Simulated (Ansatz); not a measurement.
Predict the output of the script below (Ansatz 0.2.0 through its Python package).

`luas.vasp`
```text
LuAs
1.0
   0.00000000    2.83819075    2.83819075
   2.83819075    0.00000000    2.83819075
   2.83819075    2.83819075    0.00000000
Lu As
1 1
Direct
   0.50000000    0.50000000    0.50000000
   0.00000000    0.00000000    0.00000000
```

`run_slab.py`
```python
# -*- coding: utf-8 -*-
"""A surface of LuAs: energy and work function."""

import ansatz as az
from ase.build import surface
from ase.constraints import FixAtoms
from ase.io import read
import numpy as np

atoms = read("luas.vasp", format="vasp")
# the plane is named in the basis of this cell
slab = surface(atoms, (1, 0, 0), 3, vacuum=7.0)
slab.pbc = True

print(slab.get_chemical_formula(), "area {:.3f} A^2, cell height {:.2f} A".format(np.linalg.norm(np.cross(slab.cell[0], slab.cell[1])), slab.cell[2, 2]))
# hold the lower half
slab.set_constraint(FixAtoms(mask=slab.positions[:, 2] < slab.positions[:, 2].mean()))


def prepared(structure):
    return (
        az.Crystal.from_ase(structure).calculation()
        .occupations("Fermi-Dirac", width=100 * az.meV)
        .functional("PBEsol")
    )


base = prepared(slab)
base = base.kpoints(5, 5, 1)
base = base.electric_field(axis=3, dipole_correction=True)
base = base.relax(force_tolerance=0.03, max_steps=30)
done = base.run(threads=1, pin="off")
report = done.report

print(f"slab free energy {report['free_energy_ev']:.4f} eV, Fermi level {report['fermi_energy_ev']:.3f} eV")
for key, value in report["work_function"].items():
    if isinstance(value, float):
        print(f"{key:34s} {value:12.5f}")

# surface energy from the bulk energy at the same settings
bulk = prepared(atoms).kpoints(7, 7, 7).run(threads=1, pin="off").report
excess = report["free_energy_ev"] - bulk["free_energy_ev"] * len(slab) / len(atoms)
area = np.linalg.norm(np.cross(slab.cell[0], slab.cell[1]))
print(f"mean surface energy {excess / (2 * area) * 16.02177:.3f} J/m^2 ({1000 * excess / (2 * area):.1f} meV/A^2)")

print("atom   z before  z after (A)")
for atom, site in zip(slab, done.lattice.sites):
    print(f"{atom.symbol:3s} {atom.z:9.3f} {site.position_ang[2]:9.3f}")
```

Output of `python run_slab.py`:
```text
As3Lu3 area 13.952 A^2, cell height 22.19 A
DeckWarning: basis.ecutwfc = 420 eV, auto-derived from the records' recommended cutoffs: set by Lu (normal level)
RunWarning: efield: at this solve's end the planar-averaged density reaches 5.01e-5 e/Å³ inside the ramp window [0.9049, 0.0951] (bound 1e-5 e/Å³); the window's nearer edge stands 4.89 Å from this [...]
slab free energy -58277.8717 eV, Fermi level 3.374 eV
ramp_position                           0.95000
ramp_width                              0.10000
amplitude_v_ang                         0.00000
dipole_field_v_ang                      0.09303
dipole_moment_e_ang                     0.15919
phi_plus_ev                             3.83306
phi_minus_ev                            5.89820
vacuum_level_plus_ev                    7.20727
vacuum_level_minus_ev                   9.27241
flatness_plus_ev_ang                    0.00393
flatness_minus_ev_ang                   0.00016
ramp_density_extremum_e_ang3            0.00003
ramp_density_minimum_e_ang3             0.00000
ramp_density_bound_e_ang3               0.00001
ramp_density_effective_e_ang3           0.00003
plane_spacing_ang                       0.14795
mean surface energy 2.537 J/m^2 (158.3 meV/A^2)
atom   z before  z after (A)
Lu      8.639     8.639
As      7.000     7.000
Lu     11.916    11.801
As     10.277    10.277
Lu     15.193    14.925
As     13.555    13.503
```
(Warnings from the package without file and line, shortened, repeats left out.)

Notes:
- Total energies depend on the potentials; only differences at equal settings carry meaning. A total without «per atom» is that of the whole cell that was run.
- The density doesn't vanish in the vacuum (a short gap or a low cutoff), which blurs the vacuum level.
- The mesh is modest for a metal, so energies can be off by several to tens of meV an atom and pressures by half a GPa or more; differences at equal mesh fare better.
- The relaxation stopped at 0.020 eV/Å, so the energy gained is a lower bound and displacements are uncertain.
- The zero of the levels is a convention of the potentials, so an absolute Fermi energy is no work function.
- The structure comes from a database of computed cells and needn't be a stable or known phase.
- The slab is thin and cut from the structure as given; a cut can leave two unlike or polar faces, and the surface energy is then their mean. Miller indices refer to the vectors of the cell as typed, and the lattice isn't relaxed for this functional, so relaxation and surface energy can hold strain.
- Wall time of the script: 46 s on 1 thread of Arm Neoverse V1, on a shared host, peak memory 0.63 GiB.
